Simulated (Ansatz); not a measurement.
Working through the levels without and with spin-orbit coupling of Ru, space group P6_3/mmc

Computed with the Python package of Ansatz (0.2.0).

Typed at the interpreter:
```pycon
>>> import ansatz as az
>>> from pymatgen.core import Lattice, Structure
>>> from pymatgen.io.ase import AseAtomsAdaptor
>>> pmg_structure = Structure(
...     Lattice([(2.7058, 0.0, 0.0), (-1.3529, 2.34329154, 0.0), (0.0, 0.0, 4.2819)]),
...     ['Ru', 'Ru'],
...     [
...         (1 / 3, 2 / 3, 0.25),
...         (2 / 3, 1 / 3, 0.75),
...     ],
... )
>>> crystal = az.Crystal.from_ase(AseAtomsAdaptor.get_atoms(pmg_structure))
>>> job = (
...     crystal.calculation()
...     .occupations(az.OccupationsMethod.COLD)
...     .basis(21 * az.Ha)
...     .kpoints(14, 14, 8)
...     .functional(az.Functional.LDA)
...     .band_table()
... )
>>> for label, variant in (('scalar-relativistic', job), ('spin-orbit', job.spin(soc=True))):
...     data = variant.run().report
...     zero = data['band_edges_ev'][0] if data.get('band_edges_ev') else data['fermi_energy_ev']
...     near = [round(e - zero, 3) for e in data['eigenvalues_ev'][0] if abs(e - zero) < 3]
...     print(label)
...     print('  band edges (eV):', [round(e, 3) for e in data.get('band_edges_ev') or []] or 'none reported')
...     print('  levels at k =', data['kpoints_frac'][0], 'within 3 eV of the zero:', near)
...
scalar-relativistic
  band edges (eV): none reported
  levels at k = [0.0, 0.0, 0.0] within 3 eV of the zero: [-2.598, -2.598, -2.429, -1.913, -1.913, -1.386, -1.386, 1.206, 1.206, 1.287]
spin-orbit
  band edges (eV): none reported
  levels at k = [0.0, 0.0, 0.0] within 3 eV of the zero: [-2.741, -2.741, -2.478, -2.478, -2.466, -2.466, -2.086, -2.086, -1.784, -1.784, -1.437, -1.437, -1.292, -1.292, 1.112, 1.112, 1.264, 1.264, 1.293, 1.293]
```

What to keep in mind:
- The computed bands are complete only to about 0.6 eV above the Fermi level.
- Gaps and levels are Kohn-Sham values on a finite set of k-points.
- With spin-orbit coupling each level holds one electron and, with inversion or at time-reversal points, comes in pairs; a window in energy can cut a split set.
- The whole script took 30 s on 1 thread of Arm Neoverse V1 (shared host), peak memory 0.7 GiB.
